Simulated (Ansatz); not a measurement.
# Ti: elastic constants

How stiff is the crystal, and how unevenly? Runs: cell and atoms relaxed (PAW); reference run (PAW, LAPW and crystal datasets).

This is Ti in the fcc structure; at room conditions it is hcp.

Computed with Ansatz 0.2.0 (DFT LDA, frozen-core PAW, all-electron LAPW and all-electron PAW on datasets made for the crystal («crystal datasets»), scalar-relativistic unless said, unless a step's input says otherwise).

2 further runs of the same task are left out: 1 that didn't finish, 1 set aside as unsound or not needed.

## (1) The system as given

Symmetry: Fm-3m, No. 225, cubic system. The conventional cell has a = 4.060 Å, b = 4.060 Å, c = 4.060 Å, α = 90.00°, β = 90.00°, γ = 90.00°. Around Ti (site symmetry m-3m) lie 12 Ti at 2.87 Å.

Structure file:

```
CELL_PARAMETERS angstrom
0.00000 2.03000 2.03000
2.03000 0.00000 2.03000
2.03000 2.03000 0.00000
ATOMIC_POSITIONS crystal
Ti 0.00000 0.00000 0.00000
```

Cartesian axes are those of the input's lattice vectors. The structure goes back to a database entry.

## (2) Cell and atoms relaxed, PAW

Contents of input.yaml:

```yaml
crystal:
  lattice:
    - [0.0, 2.03, 2.03]
    - [2.03, 0.0, 2.03]
    - [2.03, 2.03, 0.0]
  atoms:
    - { symbol: Ti, position: [0.0, 0.0, 0.0] }
kpoints:
  mp_grid: { grid: [24, 24, 24] }
scf:
  occupations: { method: fermi_dirac, width: 0.1 }
hamiltonian:
  xc: lda
  pseudopotentials: { kind: paw }
relax:
  f_tol: 0.002
  max_steps: 80
  cell: {}
output:
  forces: true
  stress: true
```

On the command line:

```bash
ansatz run input.yaml --threads 1 --pin off --max-ram 2560MiB --backend cpu --events-out ev --progress --plain --runs-dir out
```

## (3) Reference run, PAW

Contents of input.yaml:

```yaml
crystal:
  lattice:
    - [0.0, 2.00249371231, 2.00249371231]
    - [2.00249371231, 0.0, 2.00249371231]
    - [2.00249371231, 2.00249371231, 0.0]
  atoms:
    - { symbol: Ti, position: [0.0, 0.0, 0.0] }
kpoints:
  mp_grid: { grid: [24, 24, 24] }
scf:
  occupations: { method: fermi_dirac, width: 0.1 }
hamiltonian:
  xc: lda
  pseudopotentials: { kind: paw }
elastic:
  mode: relaxed_ion
  stencil: two_point
  amplitude: 0.005
```

## (4) Reference run, LAPW

Edit input.yaml of step 3 so:

```diff
@@ -13,3 +13,3 @@
   xc: lda
-  pseudopotentials: { kind: paw }
+  pseudopotentials: { kind: all_electron, lapw: { basis_error: 0.001 } }
 elastic:
```

## (5) Reference run, crystal datasets

Edit input.yaml of step 4 so:

```diff
@@ -13,3 +13,3 @@
   xc: lda
-  pseudopotentials: { kind: all_electron, lapw: { basis_error: 0.001 } }
+  pseudopotentials: { kind: all_electron, datasets: crystal }
 elastic:
```

(Steps that only read results are left out.)

What does the calculation give? Wanted: C11; C12; C44; bulk, shear and Young's modulus; Debye temperature from sound speeds; universal anisotropy index.

**Answer**, as computed:

| quantity | value |
| --- | --- |
| C11 (PAW) | 138 GPa |
| C12 (PAW) | 113 GPa |
| C44 (PAW) | 58 GPa |
| bulk, shear and Young's modulus | 121, 32, 87 GPa |
| Debye temperature from sound speeds | 327 K |
| universal anisotropy index | 3.36 |

In words: All eigenvalues are positive, so the crystal is mechanically stable; by PAW K = 121 and G = 32 GPa, K/G = 3.82, on the ductile side of Pugh's rough line at 1.75, which was drawn for metals. Young's modulus runs from 37 to 149 GPa with direction. Cautions: frozen-core PAW files fitted under PBE, their cores solved anew for the functional of the run; responses of metals move with mesh and smearing.
